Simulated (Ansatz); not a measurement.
What does this script print? It uses Ansatz 0.2.0, Python API.

Script `bfgeh4si.py`:
```python
"""BFGeH4Si at several levels of theory."""

import ansatz as az

molecule = (
    az.Crystal.molecule()
    .atom("F", (-1.9207, -1.4375, -0.0491))
    .atom("Si", (-0.8781, -0.3318, 0.6547))
    .atom("B", (-0.3231, 1.1145, -0.6188))
    .atom("Ge", (1.1642, -0.4295, -0.1604))
    .atom("H", (-1.052, 0.0788, 2.0371))
    .atom("H", (-0.5396, 2.1255, -1.1887))
    .atom("H", (2.2899, 0.129, 0.687))
    .atom("H", (1.3515, -1.3061, -1.4177))
)

setup = molecule.calculation().basis(gaussian="def2-SVP")

methods = ["mp2", "ccsd", "ccsd_t"]
batch = az.Session.batch([setup.correlation(m).input() for m in methods])
reports = sorted(batch.plan().execute().molecular_reports, key=lambda each: each["member"])
print(f"Hartree-Fock reference {reports[0]['reference_energy_ev'] / 27.211386246:.6f} Ha")
best = reports[-1]["free_energy_ev"] - reports[-1]["reference_energy_ev"]
for method, each in zip(methods, reports):
    gained = each["free_energy_ev"] - each["reference_energy_ev"]
    print(f"{method:8s} total {each['free_energy_ev'] / 27.211386246:.6f} Ha  correlation {gained:9.4f} eV  ({100 * gained / best:.1f} % of the last)")
```

Output of `python bfgeh4si.py`:
```text
Hartree-Fock reference -2490.230436 Ha
mp2      total -2490.814052 Ha  correlation  -15.8810 eV  (91.8 % of the last)
ccsd     total -2490.848697 Ha  correlation  -16.8237 eV  (97.3 % of the last)
ccsd_t   total -2490.865846 Ha  correlation  -17.2904 eV  (100.0 % of the last)
```

Notes:
- These settings explore the input space; basis and method may be short of convergence.
- The geometry is a force-field or estimated start, not a minimum of this method, and the basis set is short of its limit. A lower total doesn't mark the better method: functionals have no common bound, and MP2 and coupled cluster aren't variational.
- Inner cores stay frozen; a filled d shell under the valence of the heavier atoms is correlated with it.

(Lines on the test bed's own set-up are left out of the output.)
